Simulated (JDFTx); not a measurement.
# AlBrH2 in JDFTx: single point with PBE+D2

Aim: the single point of AlBrH2 with PBE+D2.

All numbers are computed with JDFTx 1.7.0 (patched build); they aren't measurements. Logs are shortened: lines on timing, memory, paths and dates and some standing lists are left out, and cuts for length are marked. The log counts tension as positive stress, the text compression.

### Step 1. The molecule as given

The cell holds a molecule in a box, 4 atoms: a = 12.000 Å, b = 12.000 Å, c = 11.000 Å, α = 90.00°, β = 90.00°, γ = 90.00°.

### Step 2. Single point, PBE+D2

Input file vacuum.in:

```
lattice \
   22.6767134955     0.0000000000     0.0000000000 \
    0.0000000000    22.6767134955     0.0000000000 \
    0.0000000000     0.0000000000    20.7869873709
coords-type Lattice
ion Al     0.4568416700     0.5168625000     0.4826409100 1
ion Br     0.6096083300     0.5636375000     0.5908227300 1
ion H      0.4224000000     0.3901875000     0.4800136400 1
ion H      0.3925583300     0.6133125000     0.4153590900 1

ion-species pseudo/Al.upf
ion-species pseudo/Br.upf
ion-species pseudo/H.upf
elec-cutoff 36
elec-ex-corr gga-PBE
van-der-waals
kpoint-folding 1 1 1
elec-n-bands 11
electronic-minimize nIterations 100 energyDiffThreshold 1e-07
core-overlap-check none
converge-empty-states yes
forces-output-coords Cartesian

dump-name vacuum.$VAR
dump End Ecomponents EigStats BandEigs Kpoints Forces State ElecDensity Dtot KEdensity
```

Potentials or basis: PseudoDojo-SR-PBE-0.5-standard with smoothed tails.

Launch:

```bash
$ jdftx -c 1 -i vacuum.in -o vacuum.out
```

Log:

```text
*************** JDFTx 1.7.0 (patched build) ***************

Input parsed successfully to the following command list (including defaults):
[... the input with its defaults ...]

---------- Setting up symmetries ----------

Found 16 point-group symmetries of the bravais lattice
Found 1 space-group symmetries with basis
Applied RMS atom displacement 0 bohrs to make symmetries exact.

---------- Initializing the Grid ----------
R =
[      22.6767            0            0  ]
[            0      22.6767            0  ]
[            0            0       20.787  ]
unit cell volume = 10689.4
G =
[   0.277077          0          0  ]
[          0   0.277077          0  ]
[          0          0   0.302265  ]
Minimum fftbox size, Smin = [  124  124  116  ]
Chosen fftbox size, S = [  126  126  120  ]

---------- Exchange Correlation functional ----------
Initalized PBE GGA exchange.
Initalized PBE GGA correlation.

---------- Setting up pseudopotentials ----------
Width of ionic core gaussian charges (only for fluid interactions / plotting) set to 0

Reading pseudopotential file 'pseudo/Al.upf':
  'Al' pseudopotential, 'PBE' functional
  Generated using ONCVPSP code by D. R. Hamann
  3 valence electrons, 2 orbitals, 6 projectors, 1001 radial grid points, with lMax = 2
    3S    l: 0   occupation:  2.0   eigenvalue: -0.284914
    3P    l: 1   occupation:  1.0   eigenvalue: -0.099668
  Core radius for overlap checks: 1.74 bohrs.

Reading pseudopotential file 'pseudo/Br.upf':
  'Br' pseudopotential, 'PBE' functional
  Generated using ONCVPSP code by D. R. Hamann
  7 valence electrons, 2 orbitals, 6 projectors, 1001 radial grid points, with lMax = 2
    4S    l: 0   occupation:  2.0   eigenvalue: -0.739928
    4P    l: 1   occupation:  5.0   eigenvalue: -0.288839
  Core radius for overlap checks: 1.88 bohrs.

Reading pseudopotential file 'pseudo/H.upf':
  'H' pseudopotential, 'PBE' functional
  Generated using ONCVPSP code by D. R. Hamann
  1 valence electrons, 1 orbitals, 3 projectors, 1001 radial grid points, with lMax = 1
    1S    l: 0   occupation:  1.0   eigenvalue: -0.238602
  Core radius for overlap checks: 0.96 bohrs.

Initialized 3 species with 4 total atoms.

Folded 1 k-points by 1x1x1 to 1 k-points.

---------- Setting up k-points, bands, fillings ----------
No reducable k-points.
Computing the number of bands and number of electrons
Calculating initial fillings.
Turning on subspace rotations due to non-scalar fillings.
nElectrons:  12.000000   nBands: 11   nStates: 1

----- Setting up reduced wavefunction bases (one per k-point) -----
average nbasis = 110301.000 , ideal nbasis = 110280.703

Initializing DFT-D2 calculator:
	Al:  C6:  187.16 Eh-a0^6  R0: 3.097 a0
	Br:  C6:  216.30 Eh-a0^6  R0: 3.305 a0
	 H:  C6:    2.43 Eh-a0^6  R0: 1.892 a0

---------- Setting up ewald sum ----------
Optimum gaussian width for ewald sums = 6.975104 bohr.
Real space sum over 891 unit cells with max indices [  4  4  5  ]
Reciprocal space sum over 2197 terms with max indices [  6  6  6  ]

---------- Allocating electronic variables ----------
Initializing wave functions:  linear combination of atomic orbitals
Note: number of bands (11) exceeds available atomic orbitals (10)
Al pseudo-atom occupations:   s ( 2 )  p ( 1 )
Br pseudo-atom occupations:   s ( 2 )  p ( 5 )
H pseudo-atom occupations:   s ( 1 )
	FillingsUpdate:  mu: -0.180725181  nElectrons: 12.000000
LCAOMinimize: Iter:   0  Etot: -16.6430745399976701  |grad|_K:  2.791e-02  alpha:  1.000e+00
	FillingsUpdate:  mu: -0.172538738  nElectrons: 12.000000
LCAOMinimize: Iter:   1  Etot: -16.6725521023770540  |grad|_K:  5.616e-03  alpha:  5.011e-01  linmin: -4.162e-01  cgtest:  7.808e-01
LCAOMinimize: Encountered beta<0, resetting CG.
	FillingsUpdate:  mu: -0.170139440  nElectrons: 12.000000
LCAOMinimize: Iter:   2  Etot: -16.6737805425899417  |grad|_K:  3.694e-04  alpha:  6.461e-01  linmin:  8.566e-02  cgtest: -1.635e-01
	FillingsUpdate:  mu: -0.170020209  nElectrons: 12.000000
LCAOMinimize: Iter:   3  Etot: -16.6737852835064757  |grad|_K:  1.552e-04  alpha:  5.972e-01  linmin:  2.149e-03  cgtest:  8.809e-02
LCAOMinimize: None of the convergence criteria satisfied after 3 iterations.

-------- Electronic minimization -----------
ElecMinimize: Iter:   0  Etot: -16.673785283506447  |grad|_K:  2.810e-04  alpha:  1.000e+00
	SubspaceRotationAdjust: set factor to 1
ElecMinimize: Iter:   1  Etot: -16.782643093942898  |grad|_K:  1.346e-04  alpha:  1.138e+00  linmin:  3.477e-03
	SubspaceRotationAdjust: set factor to 1.46
ElecMinimize: Iter:   2  Etot: -16.799725505895402  |grad|_K:  6.546e-05  alpha:  7.960e-01  linmin: -1.529e-04
	SubspaceRotationAdjust: set factor to 2.11
ElecMinimize: Iter:   3  Etot: -16.805857736977586  |grad|_K:  2.827e-05  alpha:  1.167e+00  linmin: -3.331e-04
	SubspaceRotationAdjust: set factor to 2.49
ElecMinimize: Iter:   4  Etot: -16.806973410959912  |grad|_K:  1.658e-05  alpha:  1.132e+00  linmin: -6.633e-05
	SubspaceRotationAdjust: set factor to 3.43
ElecMinimize: Iter:   5  Etot: -16.807226205532469  |grad|_K:  7.937e-06  alpha:  7.547e-01  linmin: -1.237e-06
	SubspaceRotationAdjust: set factor to 3.56
ElecMinimize: Iter:   6  Etot: -16.807304248114569  |grad|_K:  3.576e-06  alpha:  1.020e+00  linmin: -1.339e-05
	SubspaceRotationAdjust: set factor to 2.36
ElecMinimize: Iter:   7  Etot: -16.807316251263405  |grad|_K:  1.922e-06  alpha:  7.729e-01  linmin: -6.357e-06
	SubspaceRotationAdjust: set factor to 1.69
ElecMinimize: Iter:   8  Etot: -16.807319394807848  |grad|_K:  8.410e-07  alpha:  7.010e-01  linmin: -6.415e-06
	SubspaceRotationAdjust: set factor to 2.25
ElecMinimize: Iter:   9  Etot: -16.807320278474471  |grad|_K:  4.697e-07  alpha:  1.028e+00  linmin: -1.384e-05
	SubspaceRotationAdjust: set factor to 3.16
ElecMinimize: Iter:  10  Etot: -16.807320507540510  |grad|_K:  2.504e-07  alpha:  8.543e-01  linmin: -9.811e-07
	SubspaceRotationAdjust: set factor to 3.32
ElecMinimize: Iter:  11  Etot: -16.807320586619603  |grad|_K:  1.309e-07  alpha:  1.039e+00  linmin: -1.683e-06
	SubspaceRotationAdjust: set factor to 2.34
ElecMinimize: Iter:  12  Etot: -16.807320601575697  |grad|_K:  6.393e-08  alpha:  7.194e-01  linmin: -1.112e-07
ElecMinimize: Converged (|Delta Etot|<1.000000e-07 for 2 iters).
Setting wave functions to eigenvectors of Hamiltonian
Converging empty states (this may take a while): |deigs|: 2.100e-02

# Ionic positions in lattice coordinates:
ion Al   0.456841670000000   0.516862500000000   0.482640910000000 1
ion Br   0.609608330000000   0.563637500000000   0.590822730000000 1
ion H   0.422400000000000   0.390187500000000   0.480013640000000 1
ion H   0.392558330000000   0.613312500000000   0.415359090000000 1

# Forces in Cartesian coordinates:
force Al  -0.000129573217764  -0.000036259429009  -0.000111996606255 1
force Br   0.001473830825810   0.000451011319066   0.000981177393632 1
force H  -0.000407777177393  -0.002251957161968   0.000111569986381 1
force H  -0.000948044901008   0.001833307540790  -0.000985516502679 1

# Energy components:
   Eewald =        0.3113004578242818
       EH =       13.8067730465282885
     Eloc =      -35.0853793389773116
      Enl =        2.3863478172454782
     EvdW =       -0.0007385381124114
      Exc =       -6.8873527612303267
 Exc_core =        2.4262957336470437
       KE =        6.2354329814992591
-------------------------------------
     Etot =      -16.8073206015756966

IonicMinimize: Iter:   0  Etot: -16.807320601575697  |grad|_K:  1.074e-03
IonicMinimize: None of the convergence criteria satisfied after 0 iterations.

#--- Lowdin population analysis ---
# oxidation-state Al +0.788
# oxidation-state Br -0.228
# oxidation-state H -0.196 -0.196

Dumping 'vacuum.eigStats' ...
	eMin: -0.716348 at state 0 ( [ +0.000000 +0.000000 +0.000000 ] spin 0 )
	HOMO: -0.245944 at state 0 ( [ +0.000000 +0.000000 +0.000000 ] spin 0 )
	mu  : -0.115642
	LUMO: -0.080352 at state 0 ( [ +0.000000 +0.000000 +0.000000 ] spin 0 )
	eMax: +0.032020 at state 0 ( [ +0.000000 +0.000000 +0.000000 ] spin 0 )
	HOMO-LUMO gap: +0.165591
	Optical gap  : +0.165591 at state 0 ( [ +0.000000 +0.000000 +0.000000 ] spin 0 )
Done!
[note: without smearing the FillingsUpdate lines are those of the first guess, not of the final state]
```

It took 90 s on 1 thread of Arm Neoverse V2, shared host; peak memory 0.73 GiB.

Results:

* Free energy: -457.3505 eV
* Largest force: 0.118 eV/Å
* Gap between the frontier levels: 4.51 eV
* Loewdin charges: Al +0.79; Br -0.23; H -0.20 e

Forces in eV/Å, atoms in the order of the input:
```
Al  -0.007 -0.002 -0.006
Br   0.076  0.023  0.050
H   -0.021 -0.116  0.006
H   -0.049  0.094 -0.051
```

Caveat: forces may be off by hundredths of an eV/Å.
